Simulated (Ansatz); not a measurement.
# FGeH₅OSi: how energies converge with the basis set

An exercise on one series of results from a longer session: the logs are not shown, and one member is left open.

Computed with Ansatz 0.2.0, Gaussian basis. Level: one geometry, several basis sets.

Levels to be run: PBE0-D4/def2-SVP; ωB97M-V/def2-SVP; PBE0-D4/def2-QZVPP; ωB97M-V/def2-QZVPP; the functionals' def2-TZVPP values are taken from earlier runs.

**The geometry**

An earlier PBE0-D4 in a triple-zeta def2 set relaxation fixed the geometry.

SMILES `[OH][GeH]([F])[SiH3]`, 9 atoms, charge 0, spin multiplicity 1.

Atoms are counted from 1 here; the program's logs count them from 0.

Bond lengths: O1–Ge2 1.770 Å, O1–H5 0.960 Å, Ge2–F3 1.749 Å, Ge2–Si4 2.381 Å, Ge2–H6 1.543 Å, Si4–H7 1.484 Å, Si4–H8 1.485 Å, Si4–H9 1.483 Å. Angles: Ge2–O1–H5 113.4°, O1–Ge2–F3 106.7°, O1–Ge2–Si4 106.9°, O1–Ge2–H6 110.3°, F3–Ge2–Si4 108.2°, F3–Ge2–H6 103.8°, Si4–Ge2–H6 120.2°, Ge2–Si4–H7 108.6°, Ge2–Si4–H8 108.8°, Ge2–Si4–H9 108.8°, H7–Si4–H8 109.7°, H7–Si4–H9 110.4°, H8–Si4–H9 110.5°.

Set-up of the first run:

Input file in.yaml:

```yaml
crystal:
  periodic: [false, false, false]
  atoms:
    - {symbol: O, position_ang: [-0.798026, 0.416757, 1.786092]}
    - {symbol: Ge, position_ang: [-0.741836, 0.451231, 0.017481]}
    - {symbol: F, position_ang: [-0.479162, 2.117067, -0.444668]}
    - {symbol: Si, position_ang: [1.166849, -0.812964, -0.638445]}
    - {symbol: H, position_ang: [-1.565767, 0.863053, 2.151910]}
    - {symbol: H, position_ang: [-2.130732, 0.122278, -0.568261]}
    - {symbol: H, position_ang: [1.310790, -0.720792, -2.112936]}
    - {symbol: H, position_ang: [0.962770, -2.229249, -0.242871]}
    - {symbol: H, position_ang: [2.363615, -0.253681, 0.034600]}
basis:
  gaussian: {orbitals: def2-SVP}
hamiltonian: {xc: pbe0, dispersion: d4}
output: {orbitals: {seedname: orbitals}}
```

Steps of the session up to this table: PBE0-D4 in def2-SVP; ωB97M-V in def2-SVP; PBE0-D4 in def2-QZVPP; ωB97M-V in def2-QZVPP.

One table of the session follows, with a row left open; its other results are not shown here.

It belongs to the step «Functionals by basis». 

```
functional       basis  HOMO (eV)  LUMO (eV)
   PBE0-D4    def2-SVP      -8.48       0.00
   PBE0-D4  def2-TZVPP      -8.56      -0.29
   PBE0-D4  def2-QZVPP      -8.59      -0.45
   ωB97M-V    def2-SVP          ?          ?
   ωB97M-V  def2-TZVPP     -10.65       1.45
   ωB97M-V  def2-QZVPP     -10.68       1.09
```

Estimate the missing values for ωB97M-V, def2-SVP.

The run gave: HOMO (eV): -10.54; LUMO (eV): 1.92. In the column «HOMO (eV)» it lies between ωB97M-V, def2-TZVPP (-10.65) and PBE0-D4, def2-QZVPP (-8.59).
